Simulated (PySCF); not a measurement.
# C₅H₁₆OSi₂: geometry, NMR shifts, electronic excitations and core binding energies

What NMR shifts, electronic excitations and core binding energies should C₅H₁₆OSi₂ (`CCC[Si](C)(C)O[SiH3]`) show?

The runs use PySCF 2.14.0, with density-fitted response routines of our own; the level of theory stands in each step. All values are computed, except where a source is named. Atoms count from 0, in the outputs and in this text.

### 1 The starting structure

24 atoms, charge 0, multiplicity 1; geometry from: GFN2-xTB.

Bonds of the start (Å): C0–C1 1.52, C1–C2 1.53, C2–Si3 1.91, Si3–C4 1.90, Si3–C5 1.90, Si3–O6 1.63, O6–Si7 1.61, C0–H8 1.09, C0–H9 1.09, C0–H10 1.09, C1–H11 1.09, C1–H12 1.09, C2–H13 1.09, C2–H14 1.09, C4–H15 1.09, C4–H16 1.09, C4–H17 1.09, C5–H18 1.09, C5–H19 1.09, C5–H20 1.09, Si7–H21 1.46, Si7–H22 1.46, Si7–H23 1.46.

### 2 Optimising the geometry at PBE0-D3(BJ)/def2-SVP

What the job is given:

```
{"job": {"xc": "PBE0", "basis": "def2-SVP", "d3": "d3bj", "grid": 1, "kind": "geom"}, "charge": 0, "multiplicity": 1}
C      3.383592    -0.026237    -0.632247
C      1.993095    -0.634529    -0.489567
C      0.923279     0.433379    -0.274487
Si    -0.843345    -0.263360    -0.097008
C     -0.997506    -1.385153     1.433084
C     -1.406404    -1.158714    -1.679587
O     -1.861101     0.996521     0.118069
Si    -2.515875     2.447252     0.387116
H      3.416283     0.653909    -1.480899
H      4.131760    -0.801651    -0.783743
H      3.646367     0.533405     0.263119
H      1.989630    -1.325802     0.355205
H      1.756956    -1.210022    -1.386799
H      0.955188     1.135950    -1.109909
H      1.178478     1.012110     0.615827
H     -2.023460    -1.710433     1.576310
H     -0.692333    -0.864410     2.336066
H     -0.380441    -2.273130     1.338054
H     -1.280922    -0.530498    -2.556618
H     -0.840719    -2.070450    -1.843301
H     -2.456357    -1.429033    -1.620964
H     -2.181722     2.846271     1.754940
H     -1.952638     3.384047    -0.585586
H     -3.953541     2.260341     0.203947
```

**Question.** This job is followed by: GIAO PBE0/pcSseg-1 NMR shielding, non-relativistic, gas phase; TDDFT PBE0/def2-SVPD, vertical, gas phase, core orbitals frozen in the response; GIAO CAM-B3LYP/pcSseg-1 NMR shielding, non-relativistic, gas phase; delta-SCF UKS SCAN, pcX-2 on the ionised atom, pcseg-1 elsewhere, spin-free X2C. Predict these results of the whole session: point group; rotational constants (main isotopes); 13C shifts against TMS (PBE0/pcSseg-1, means over atoms taken as alike); 1H shifts against TMS (PBE0/pcSseg-1, means over atoms taken as alike); 29Si shifts against TMS (PBE0/pcSseg-1); 17O shifts against H2O (PBE0/pcSseg-1); lowest singlet (PBE0/def2-SVPD); brightest single state of those computed; lowest triplet; vertical ionisation energy (ΔSCF); C1s binding energies, SCAN/pcX-2; Si1s binding energies, SCAN/pcX-2; Si2p binding energies, SCAN/pcX-2; O1s binding energies, SCAN/pcX-2; range of the shift of Si7.

The runs gave:

```
                                                               quantity                                          value
                                                            point group                                             C1
                                   rotational constants (main isotopes)                           1.63, 0.78, 0.64 GHz
13C shifts against TMS (PBE0/pcSseg-1, means over atoms taken as alike)                     21.3, 20.5, 19.9, -0.6 ppm
 1H shifts against TMS (PBE0/pcSseg-1, means over atoms taken as alike)               4.94, 1.04, 1.03, 0.50, 0.12 ppm
                                29Si shifts against TMS (PBE0/pcSseg-1)                                21.5, -43.6 ppm
                                 17O shifts against H2O (PBE0/pcSseg-1)                                       29.9 ppm
                                        lowest singlet (PBE0/def2-SVPD)                    6.98 eV (178 nm), f = 0.017
                               brightest single state of those computed                    state 7, 8.00 eV, f = 0.069
                                                         lowest triplet                                        6.78 eV
                                      vertical ionisation energy (ΔSCF)                                        9.49 eV
                                       C1s binding energies, SCAN/pcX-2  C1 290.57, C0 290.48, C4 289.89, C2 289.78 eV
                                      Si1s binding energies, SCAN/pcX-2                    Si7 1847.18, Si3 1846.40 eV
                                      Si2p binding energies, SCAN/pcX-2                      Si7 107.46, Si3 106.65 eV
                                       O1s binding energies, SCAN/pcX-2                                   O6 537.31 eV
                                              range of the shift of Si7                             -47.8 to -43.6 ppm
```

In words: Over 13 steps the energy fell by 0.210 eV; of the close pairs, Si3–O6 changed most, 1.634 to 1.676 Å. No frequency check was run at this level, so the end point may be a saddle. At PBE0/pcSseg-1: The largest span, 124 ppm, is at Si7, where the paramagnetic term is -484 ppm. The lowest singlet, at 6.98 eV, is HOMO→LUMO 0.93 and is weak; of the 10 states computed, the strongest absorption comes from state 7 at 8.00 eV. The lowest triplet lies 0.21 eV below the lowest singlet (triplets in Tamm-Dancoff, singlets in full TDDFT). The orbital energy would give 7.85 eV for ionisation, ΔSCF gives 9.49 eV. The C1s levels kept as sound span 0.80 eV, from C2 (sp3 CH2 bonded to Si) up to C1 (sp3 CH2). Si7 (silicon bonded to O, 3 H) binds its Si1s electron 0.78 eV more tightly than Si3 (silicon bonded to 3 C, O). Si7 (silicon bonded to O, 3 H) binds its Si2p electron 0.81 eV more tightly than Si3 (silicon bonded to 3 C, O). Across the 2 runs the shift of Si7 moves most, between -47.8 (CAM-B3LYP/pcSseg-1) and -43.6 ppm (PBE0/pcSseg-1).
